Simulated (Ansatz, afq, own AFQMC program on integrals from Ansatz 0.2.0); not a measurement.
**H3 (doublet): quantum Monte Carlo beside coupled cluster at distance H1–H2 along a hydrogen transfer = 0.808 Å, cc-pVTZ**

The task here is to estimate one member of a computed series from the others.

The runs use Ansatz 0.2.0, Gaussian basis, and an in-house AFQMC program (afq) on its integrals; all values are calculated; cc-pVTZ, frozen cores.

The runs, in order: Full CI; PBE (unrestricted); r2SCAN (unrestricted); PBE0 (unrestricted); B3LYP (unrestricted); wB97M-V (unrestricted); B2PLYP (unrestricted); CCSD(T) on UHF; Full CI; Phaseless AFQMC, CISD trial on UHF.

## What is computed

The geometry derives from fragments relaxed apart (PBE0/def2-TZVP) and kept rigid, so it is no stationary point. A hydrogen atom is moved between rigid fragments.

3 atoms, charge 0, spin multiplicity 2.

Atoms are counted from 1 here; the program's logs count them from 0.

Bond lengths: H1–H2 0.808 Å.

Geometry (Å):

```xyz
3

H     0.0000    0.0000   -0.8400
H     0.0000    0.0000   -0.0320
H     0.0000    0.0000    0.8720
```

The first run:

File in.yaml:

```yaml
crystal:
  periodic: [false, false, false]
  atoms:
    - {symbol: H, position_ang: [0.000000, 0.000000, -0.840000]}
    - {symbol: H, position_ang: [0.000000, 0.000000, -0.032000]}
    - {symbol: H, position_ang: [0.000000, 0.000000, 0.872000]}
basis:
  gaussian: {orbitals: cc-pVTZ}
magnetization: {spin_polarized: false, initial_magnetization: 1}
correlation: {method: fci, electrons: outside_noble_gas}
```

The run is started by

```sh
ansatz run in.yaml --threads 1 --pin off --events-out ev --progress --plain --max-ram 15360MiB --backend cuda --devices 0, --max-vram 18GiB
```

Steps of the session up to this table: Full CI; PBE (unrestricted); r2SCAN (unrestricted); PBE0 (unrestricted); B3LYP (unrestricted); wB97M-V (unrestricted); B2PLYP (unrestricted); CCSD(T) on UHF; Phaseless AFQMC, CISD trial on UHF.

One table of the session follows, with a row left open; its other results are not shown here.

On the UHF determinant, counted from full CI (exact for this spin and basis):

| level | from full CI (kcal/mol) |
| --- | --- |
| HF | +32.33 |
| MP2 | ? |
| CCSD | +0.35 |
| CCSD(T) | +0.07 |
| full CI | 0.00 |
| Phaseless AFQMC, CISD trial, step 0.005, 4000 walkers | 0.00 |

**Question.** Estimate the row for MP2.

As computed: from full CI (kcal/mol): +7.42. In the column «from full CI (kcal/mol)» it lies between CCSD (+0.35) and HF (+32.33).

Limits of these values: On UHF the phaseless walk with the CISD trial lies 0.00 kcal/mol from full CI, within three error bars.
